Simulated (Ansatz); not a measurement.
# GdO: the cost of one run

Method: DFT PBE, with the methods named in each step, in Ansatz 0.2.0.

## 1. The system as given

Symmetry: F-43m, No. 216, cubic system. The conventional cell has a = 5.400 Å, b = 5.400 Å, c = 5.400 Å, α = 90.00°, β = 90.00°, γ = 90.00°. Gd (site symmetry -43m) is surrounded by 4 O at 2.34 Å. Around O (site symmetry -43m) lie 4 Gd at 2.34 Å.

As a file:

```cif
data_structure
_symmetry_space_group_name_H-M 'P 1'
_symmetry_Int_Tables_number 1
_cell_length_a 3.8184
_cell_length_b 3.8184
_cell_length_c 3.8184
_cell_angle_alpha 60.000
_cell_angle_beta 60.000
_cell_angle_gamma 60.000
_cell_volume 39.37
loop_
_atom_site_label
_atom_site_type_symbol
_atom_site_fract_x
_atom_site_fract_y
_atom_site_fract_z
_atom_site_occupancy
Gd1 Gd 0.00000 0.00000 0.00000 1
O1 O 0.25000 0.25000 0.25000 1
```

Elk's input and logs are in atomic units (hartree, bohr).

Atoms are numbered in the order of the input: Gd1, O2.

## 2. Collinear moments without spin-orbit coupling, PAW

File input.yaml:

```yaml
crystal:
  lattice:
    - [0.0, 2.7, 2.7]
    - [2.7, 0.0, 2.7]
    - [2.7, 2.7, 0.0]
  atoms:
    - { symbol: Gd, position: [0.0, 0.0, 0.0], spin: 7.0 }
    - { symbol: O, position: [0.25, 0.25, 0.25] }
magnetization:
  spin_polarized: true
kpoints:
  mp_grid: { grid: [11, 11, 11] }
scf:
  occupations: { method: fermi_dirac, width: 0.05 }
hamiltonian:
  xc: pbe
  pseudopotentials: { kind: paw }
output:
  forces: true
  stress: true
  eigenvalues: true
```

The run is started by

```bash
ansatz run input.yaml --threads 2 --pin off --max-ram 4096MiB --backend cpu --events-out ev --progress --plain --runs-dir out
```

Q: Estimate wall time and peak memory on 2 threads of Arm Neoverse V2, shared host.

About 8.2 s, with a peak of 0.41 GiB.
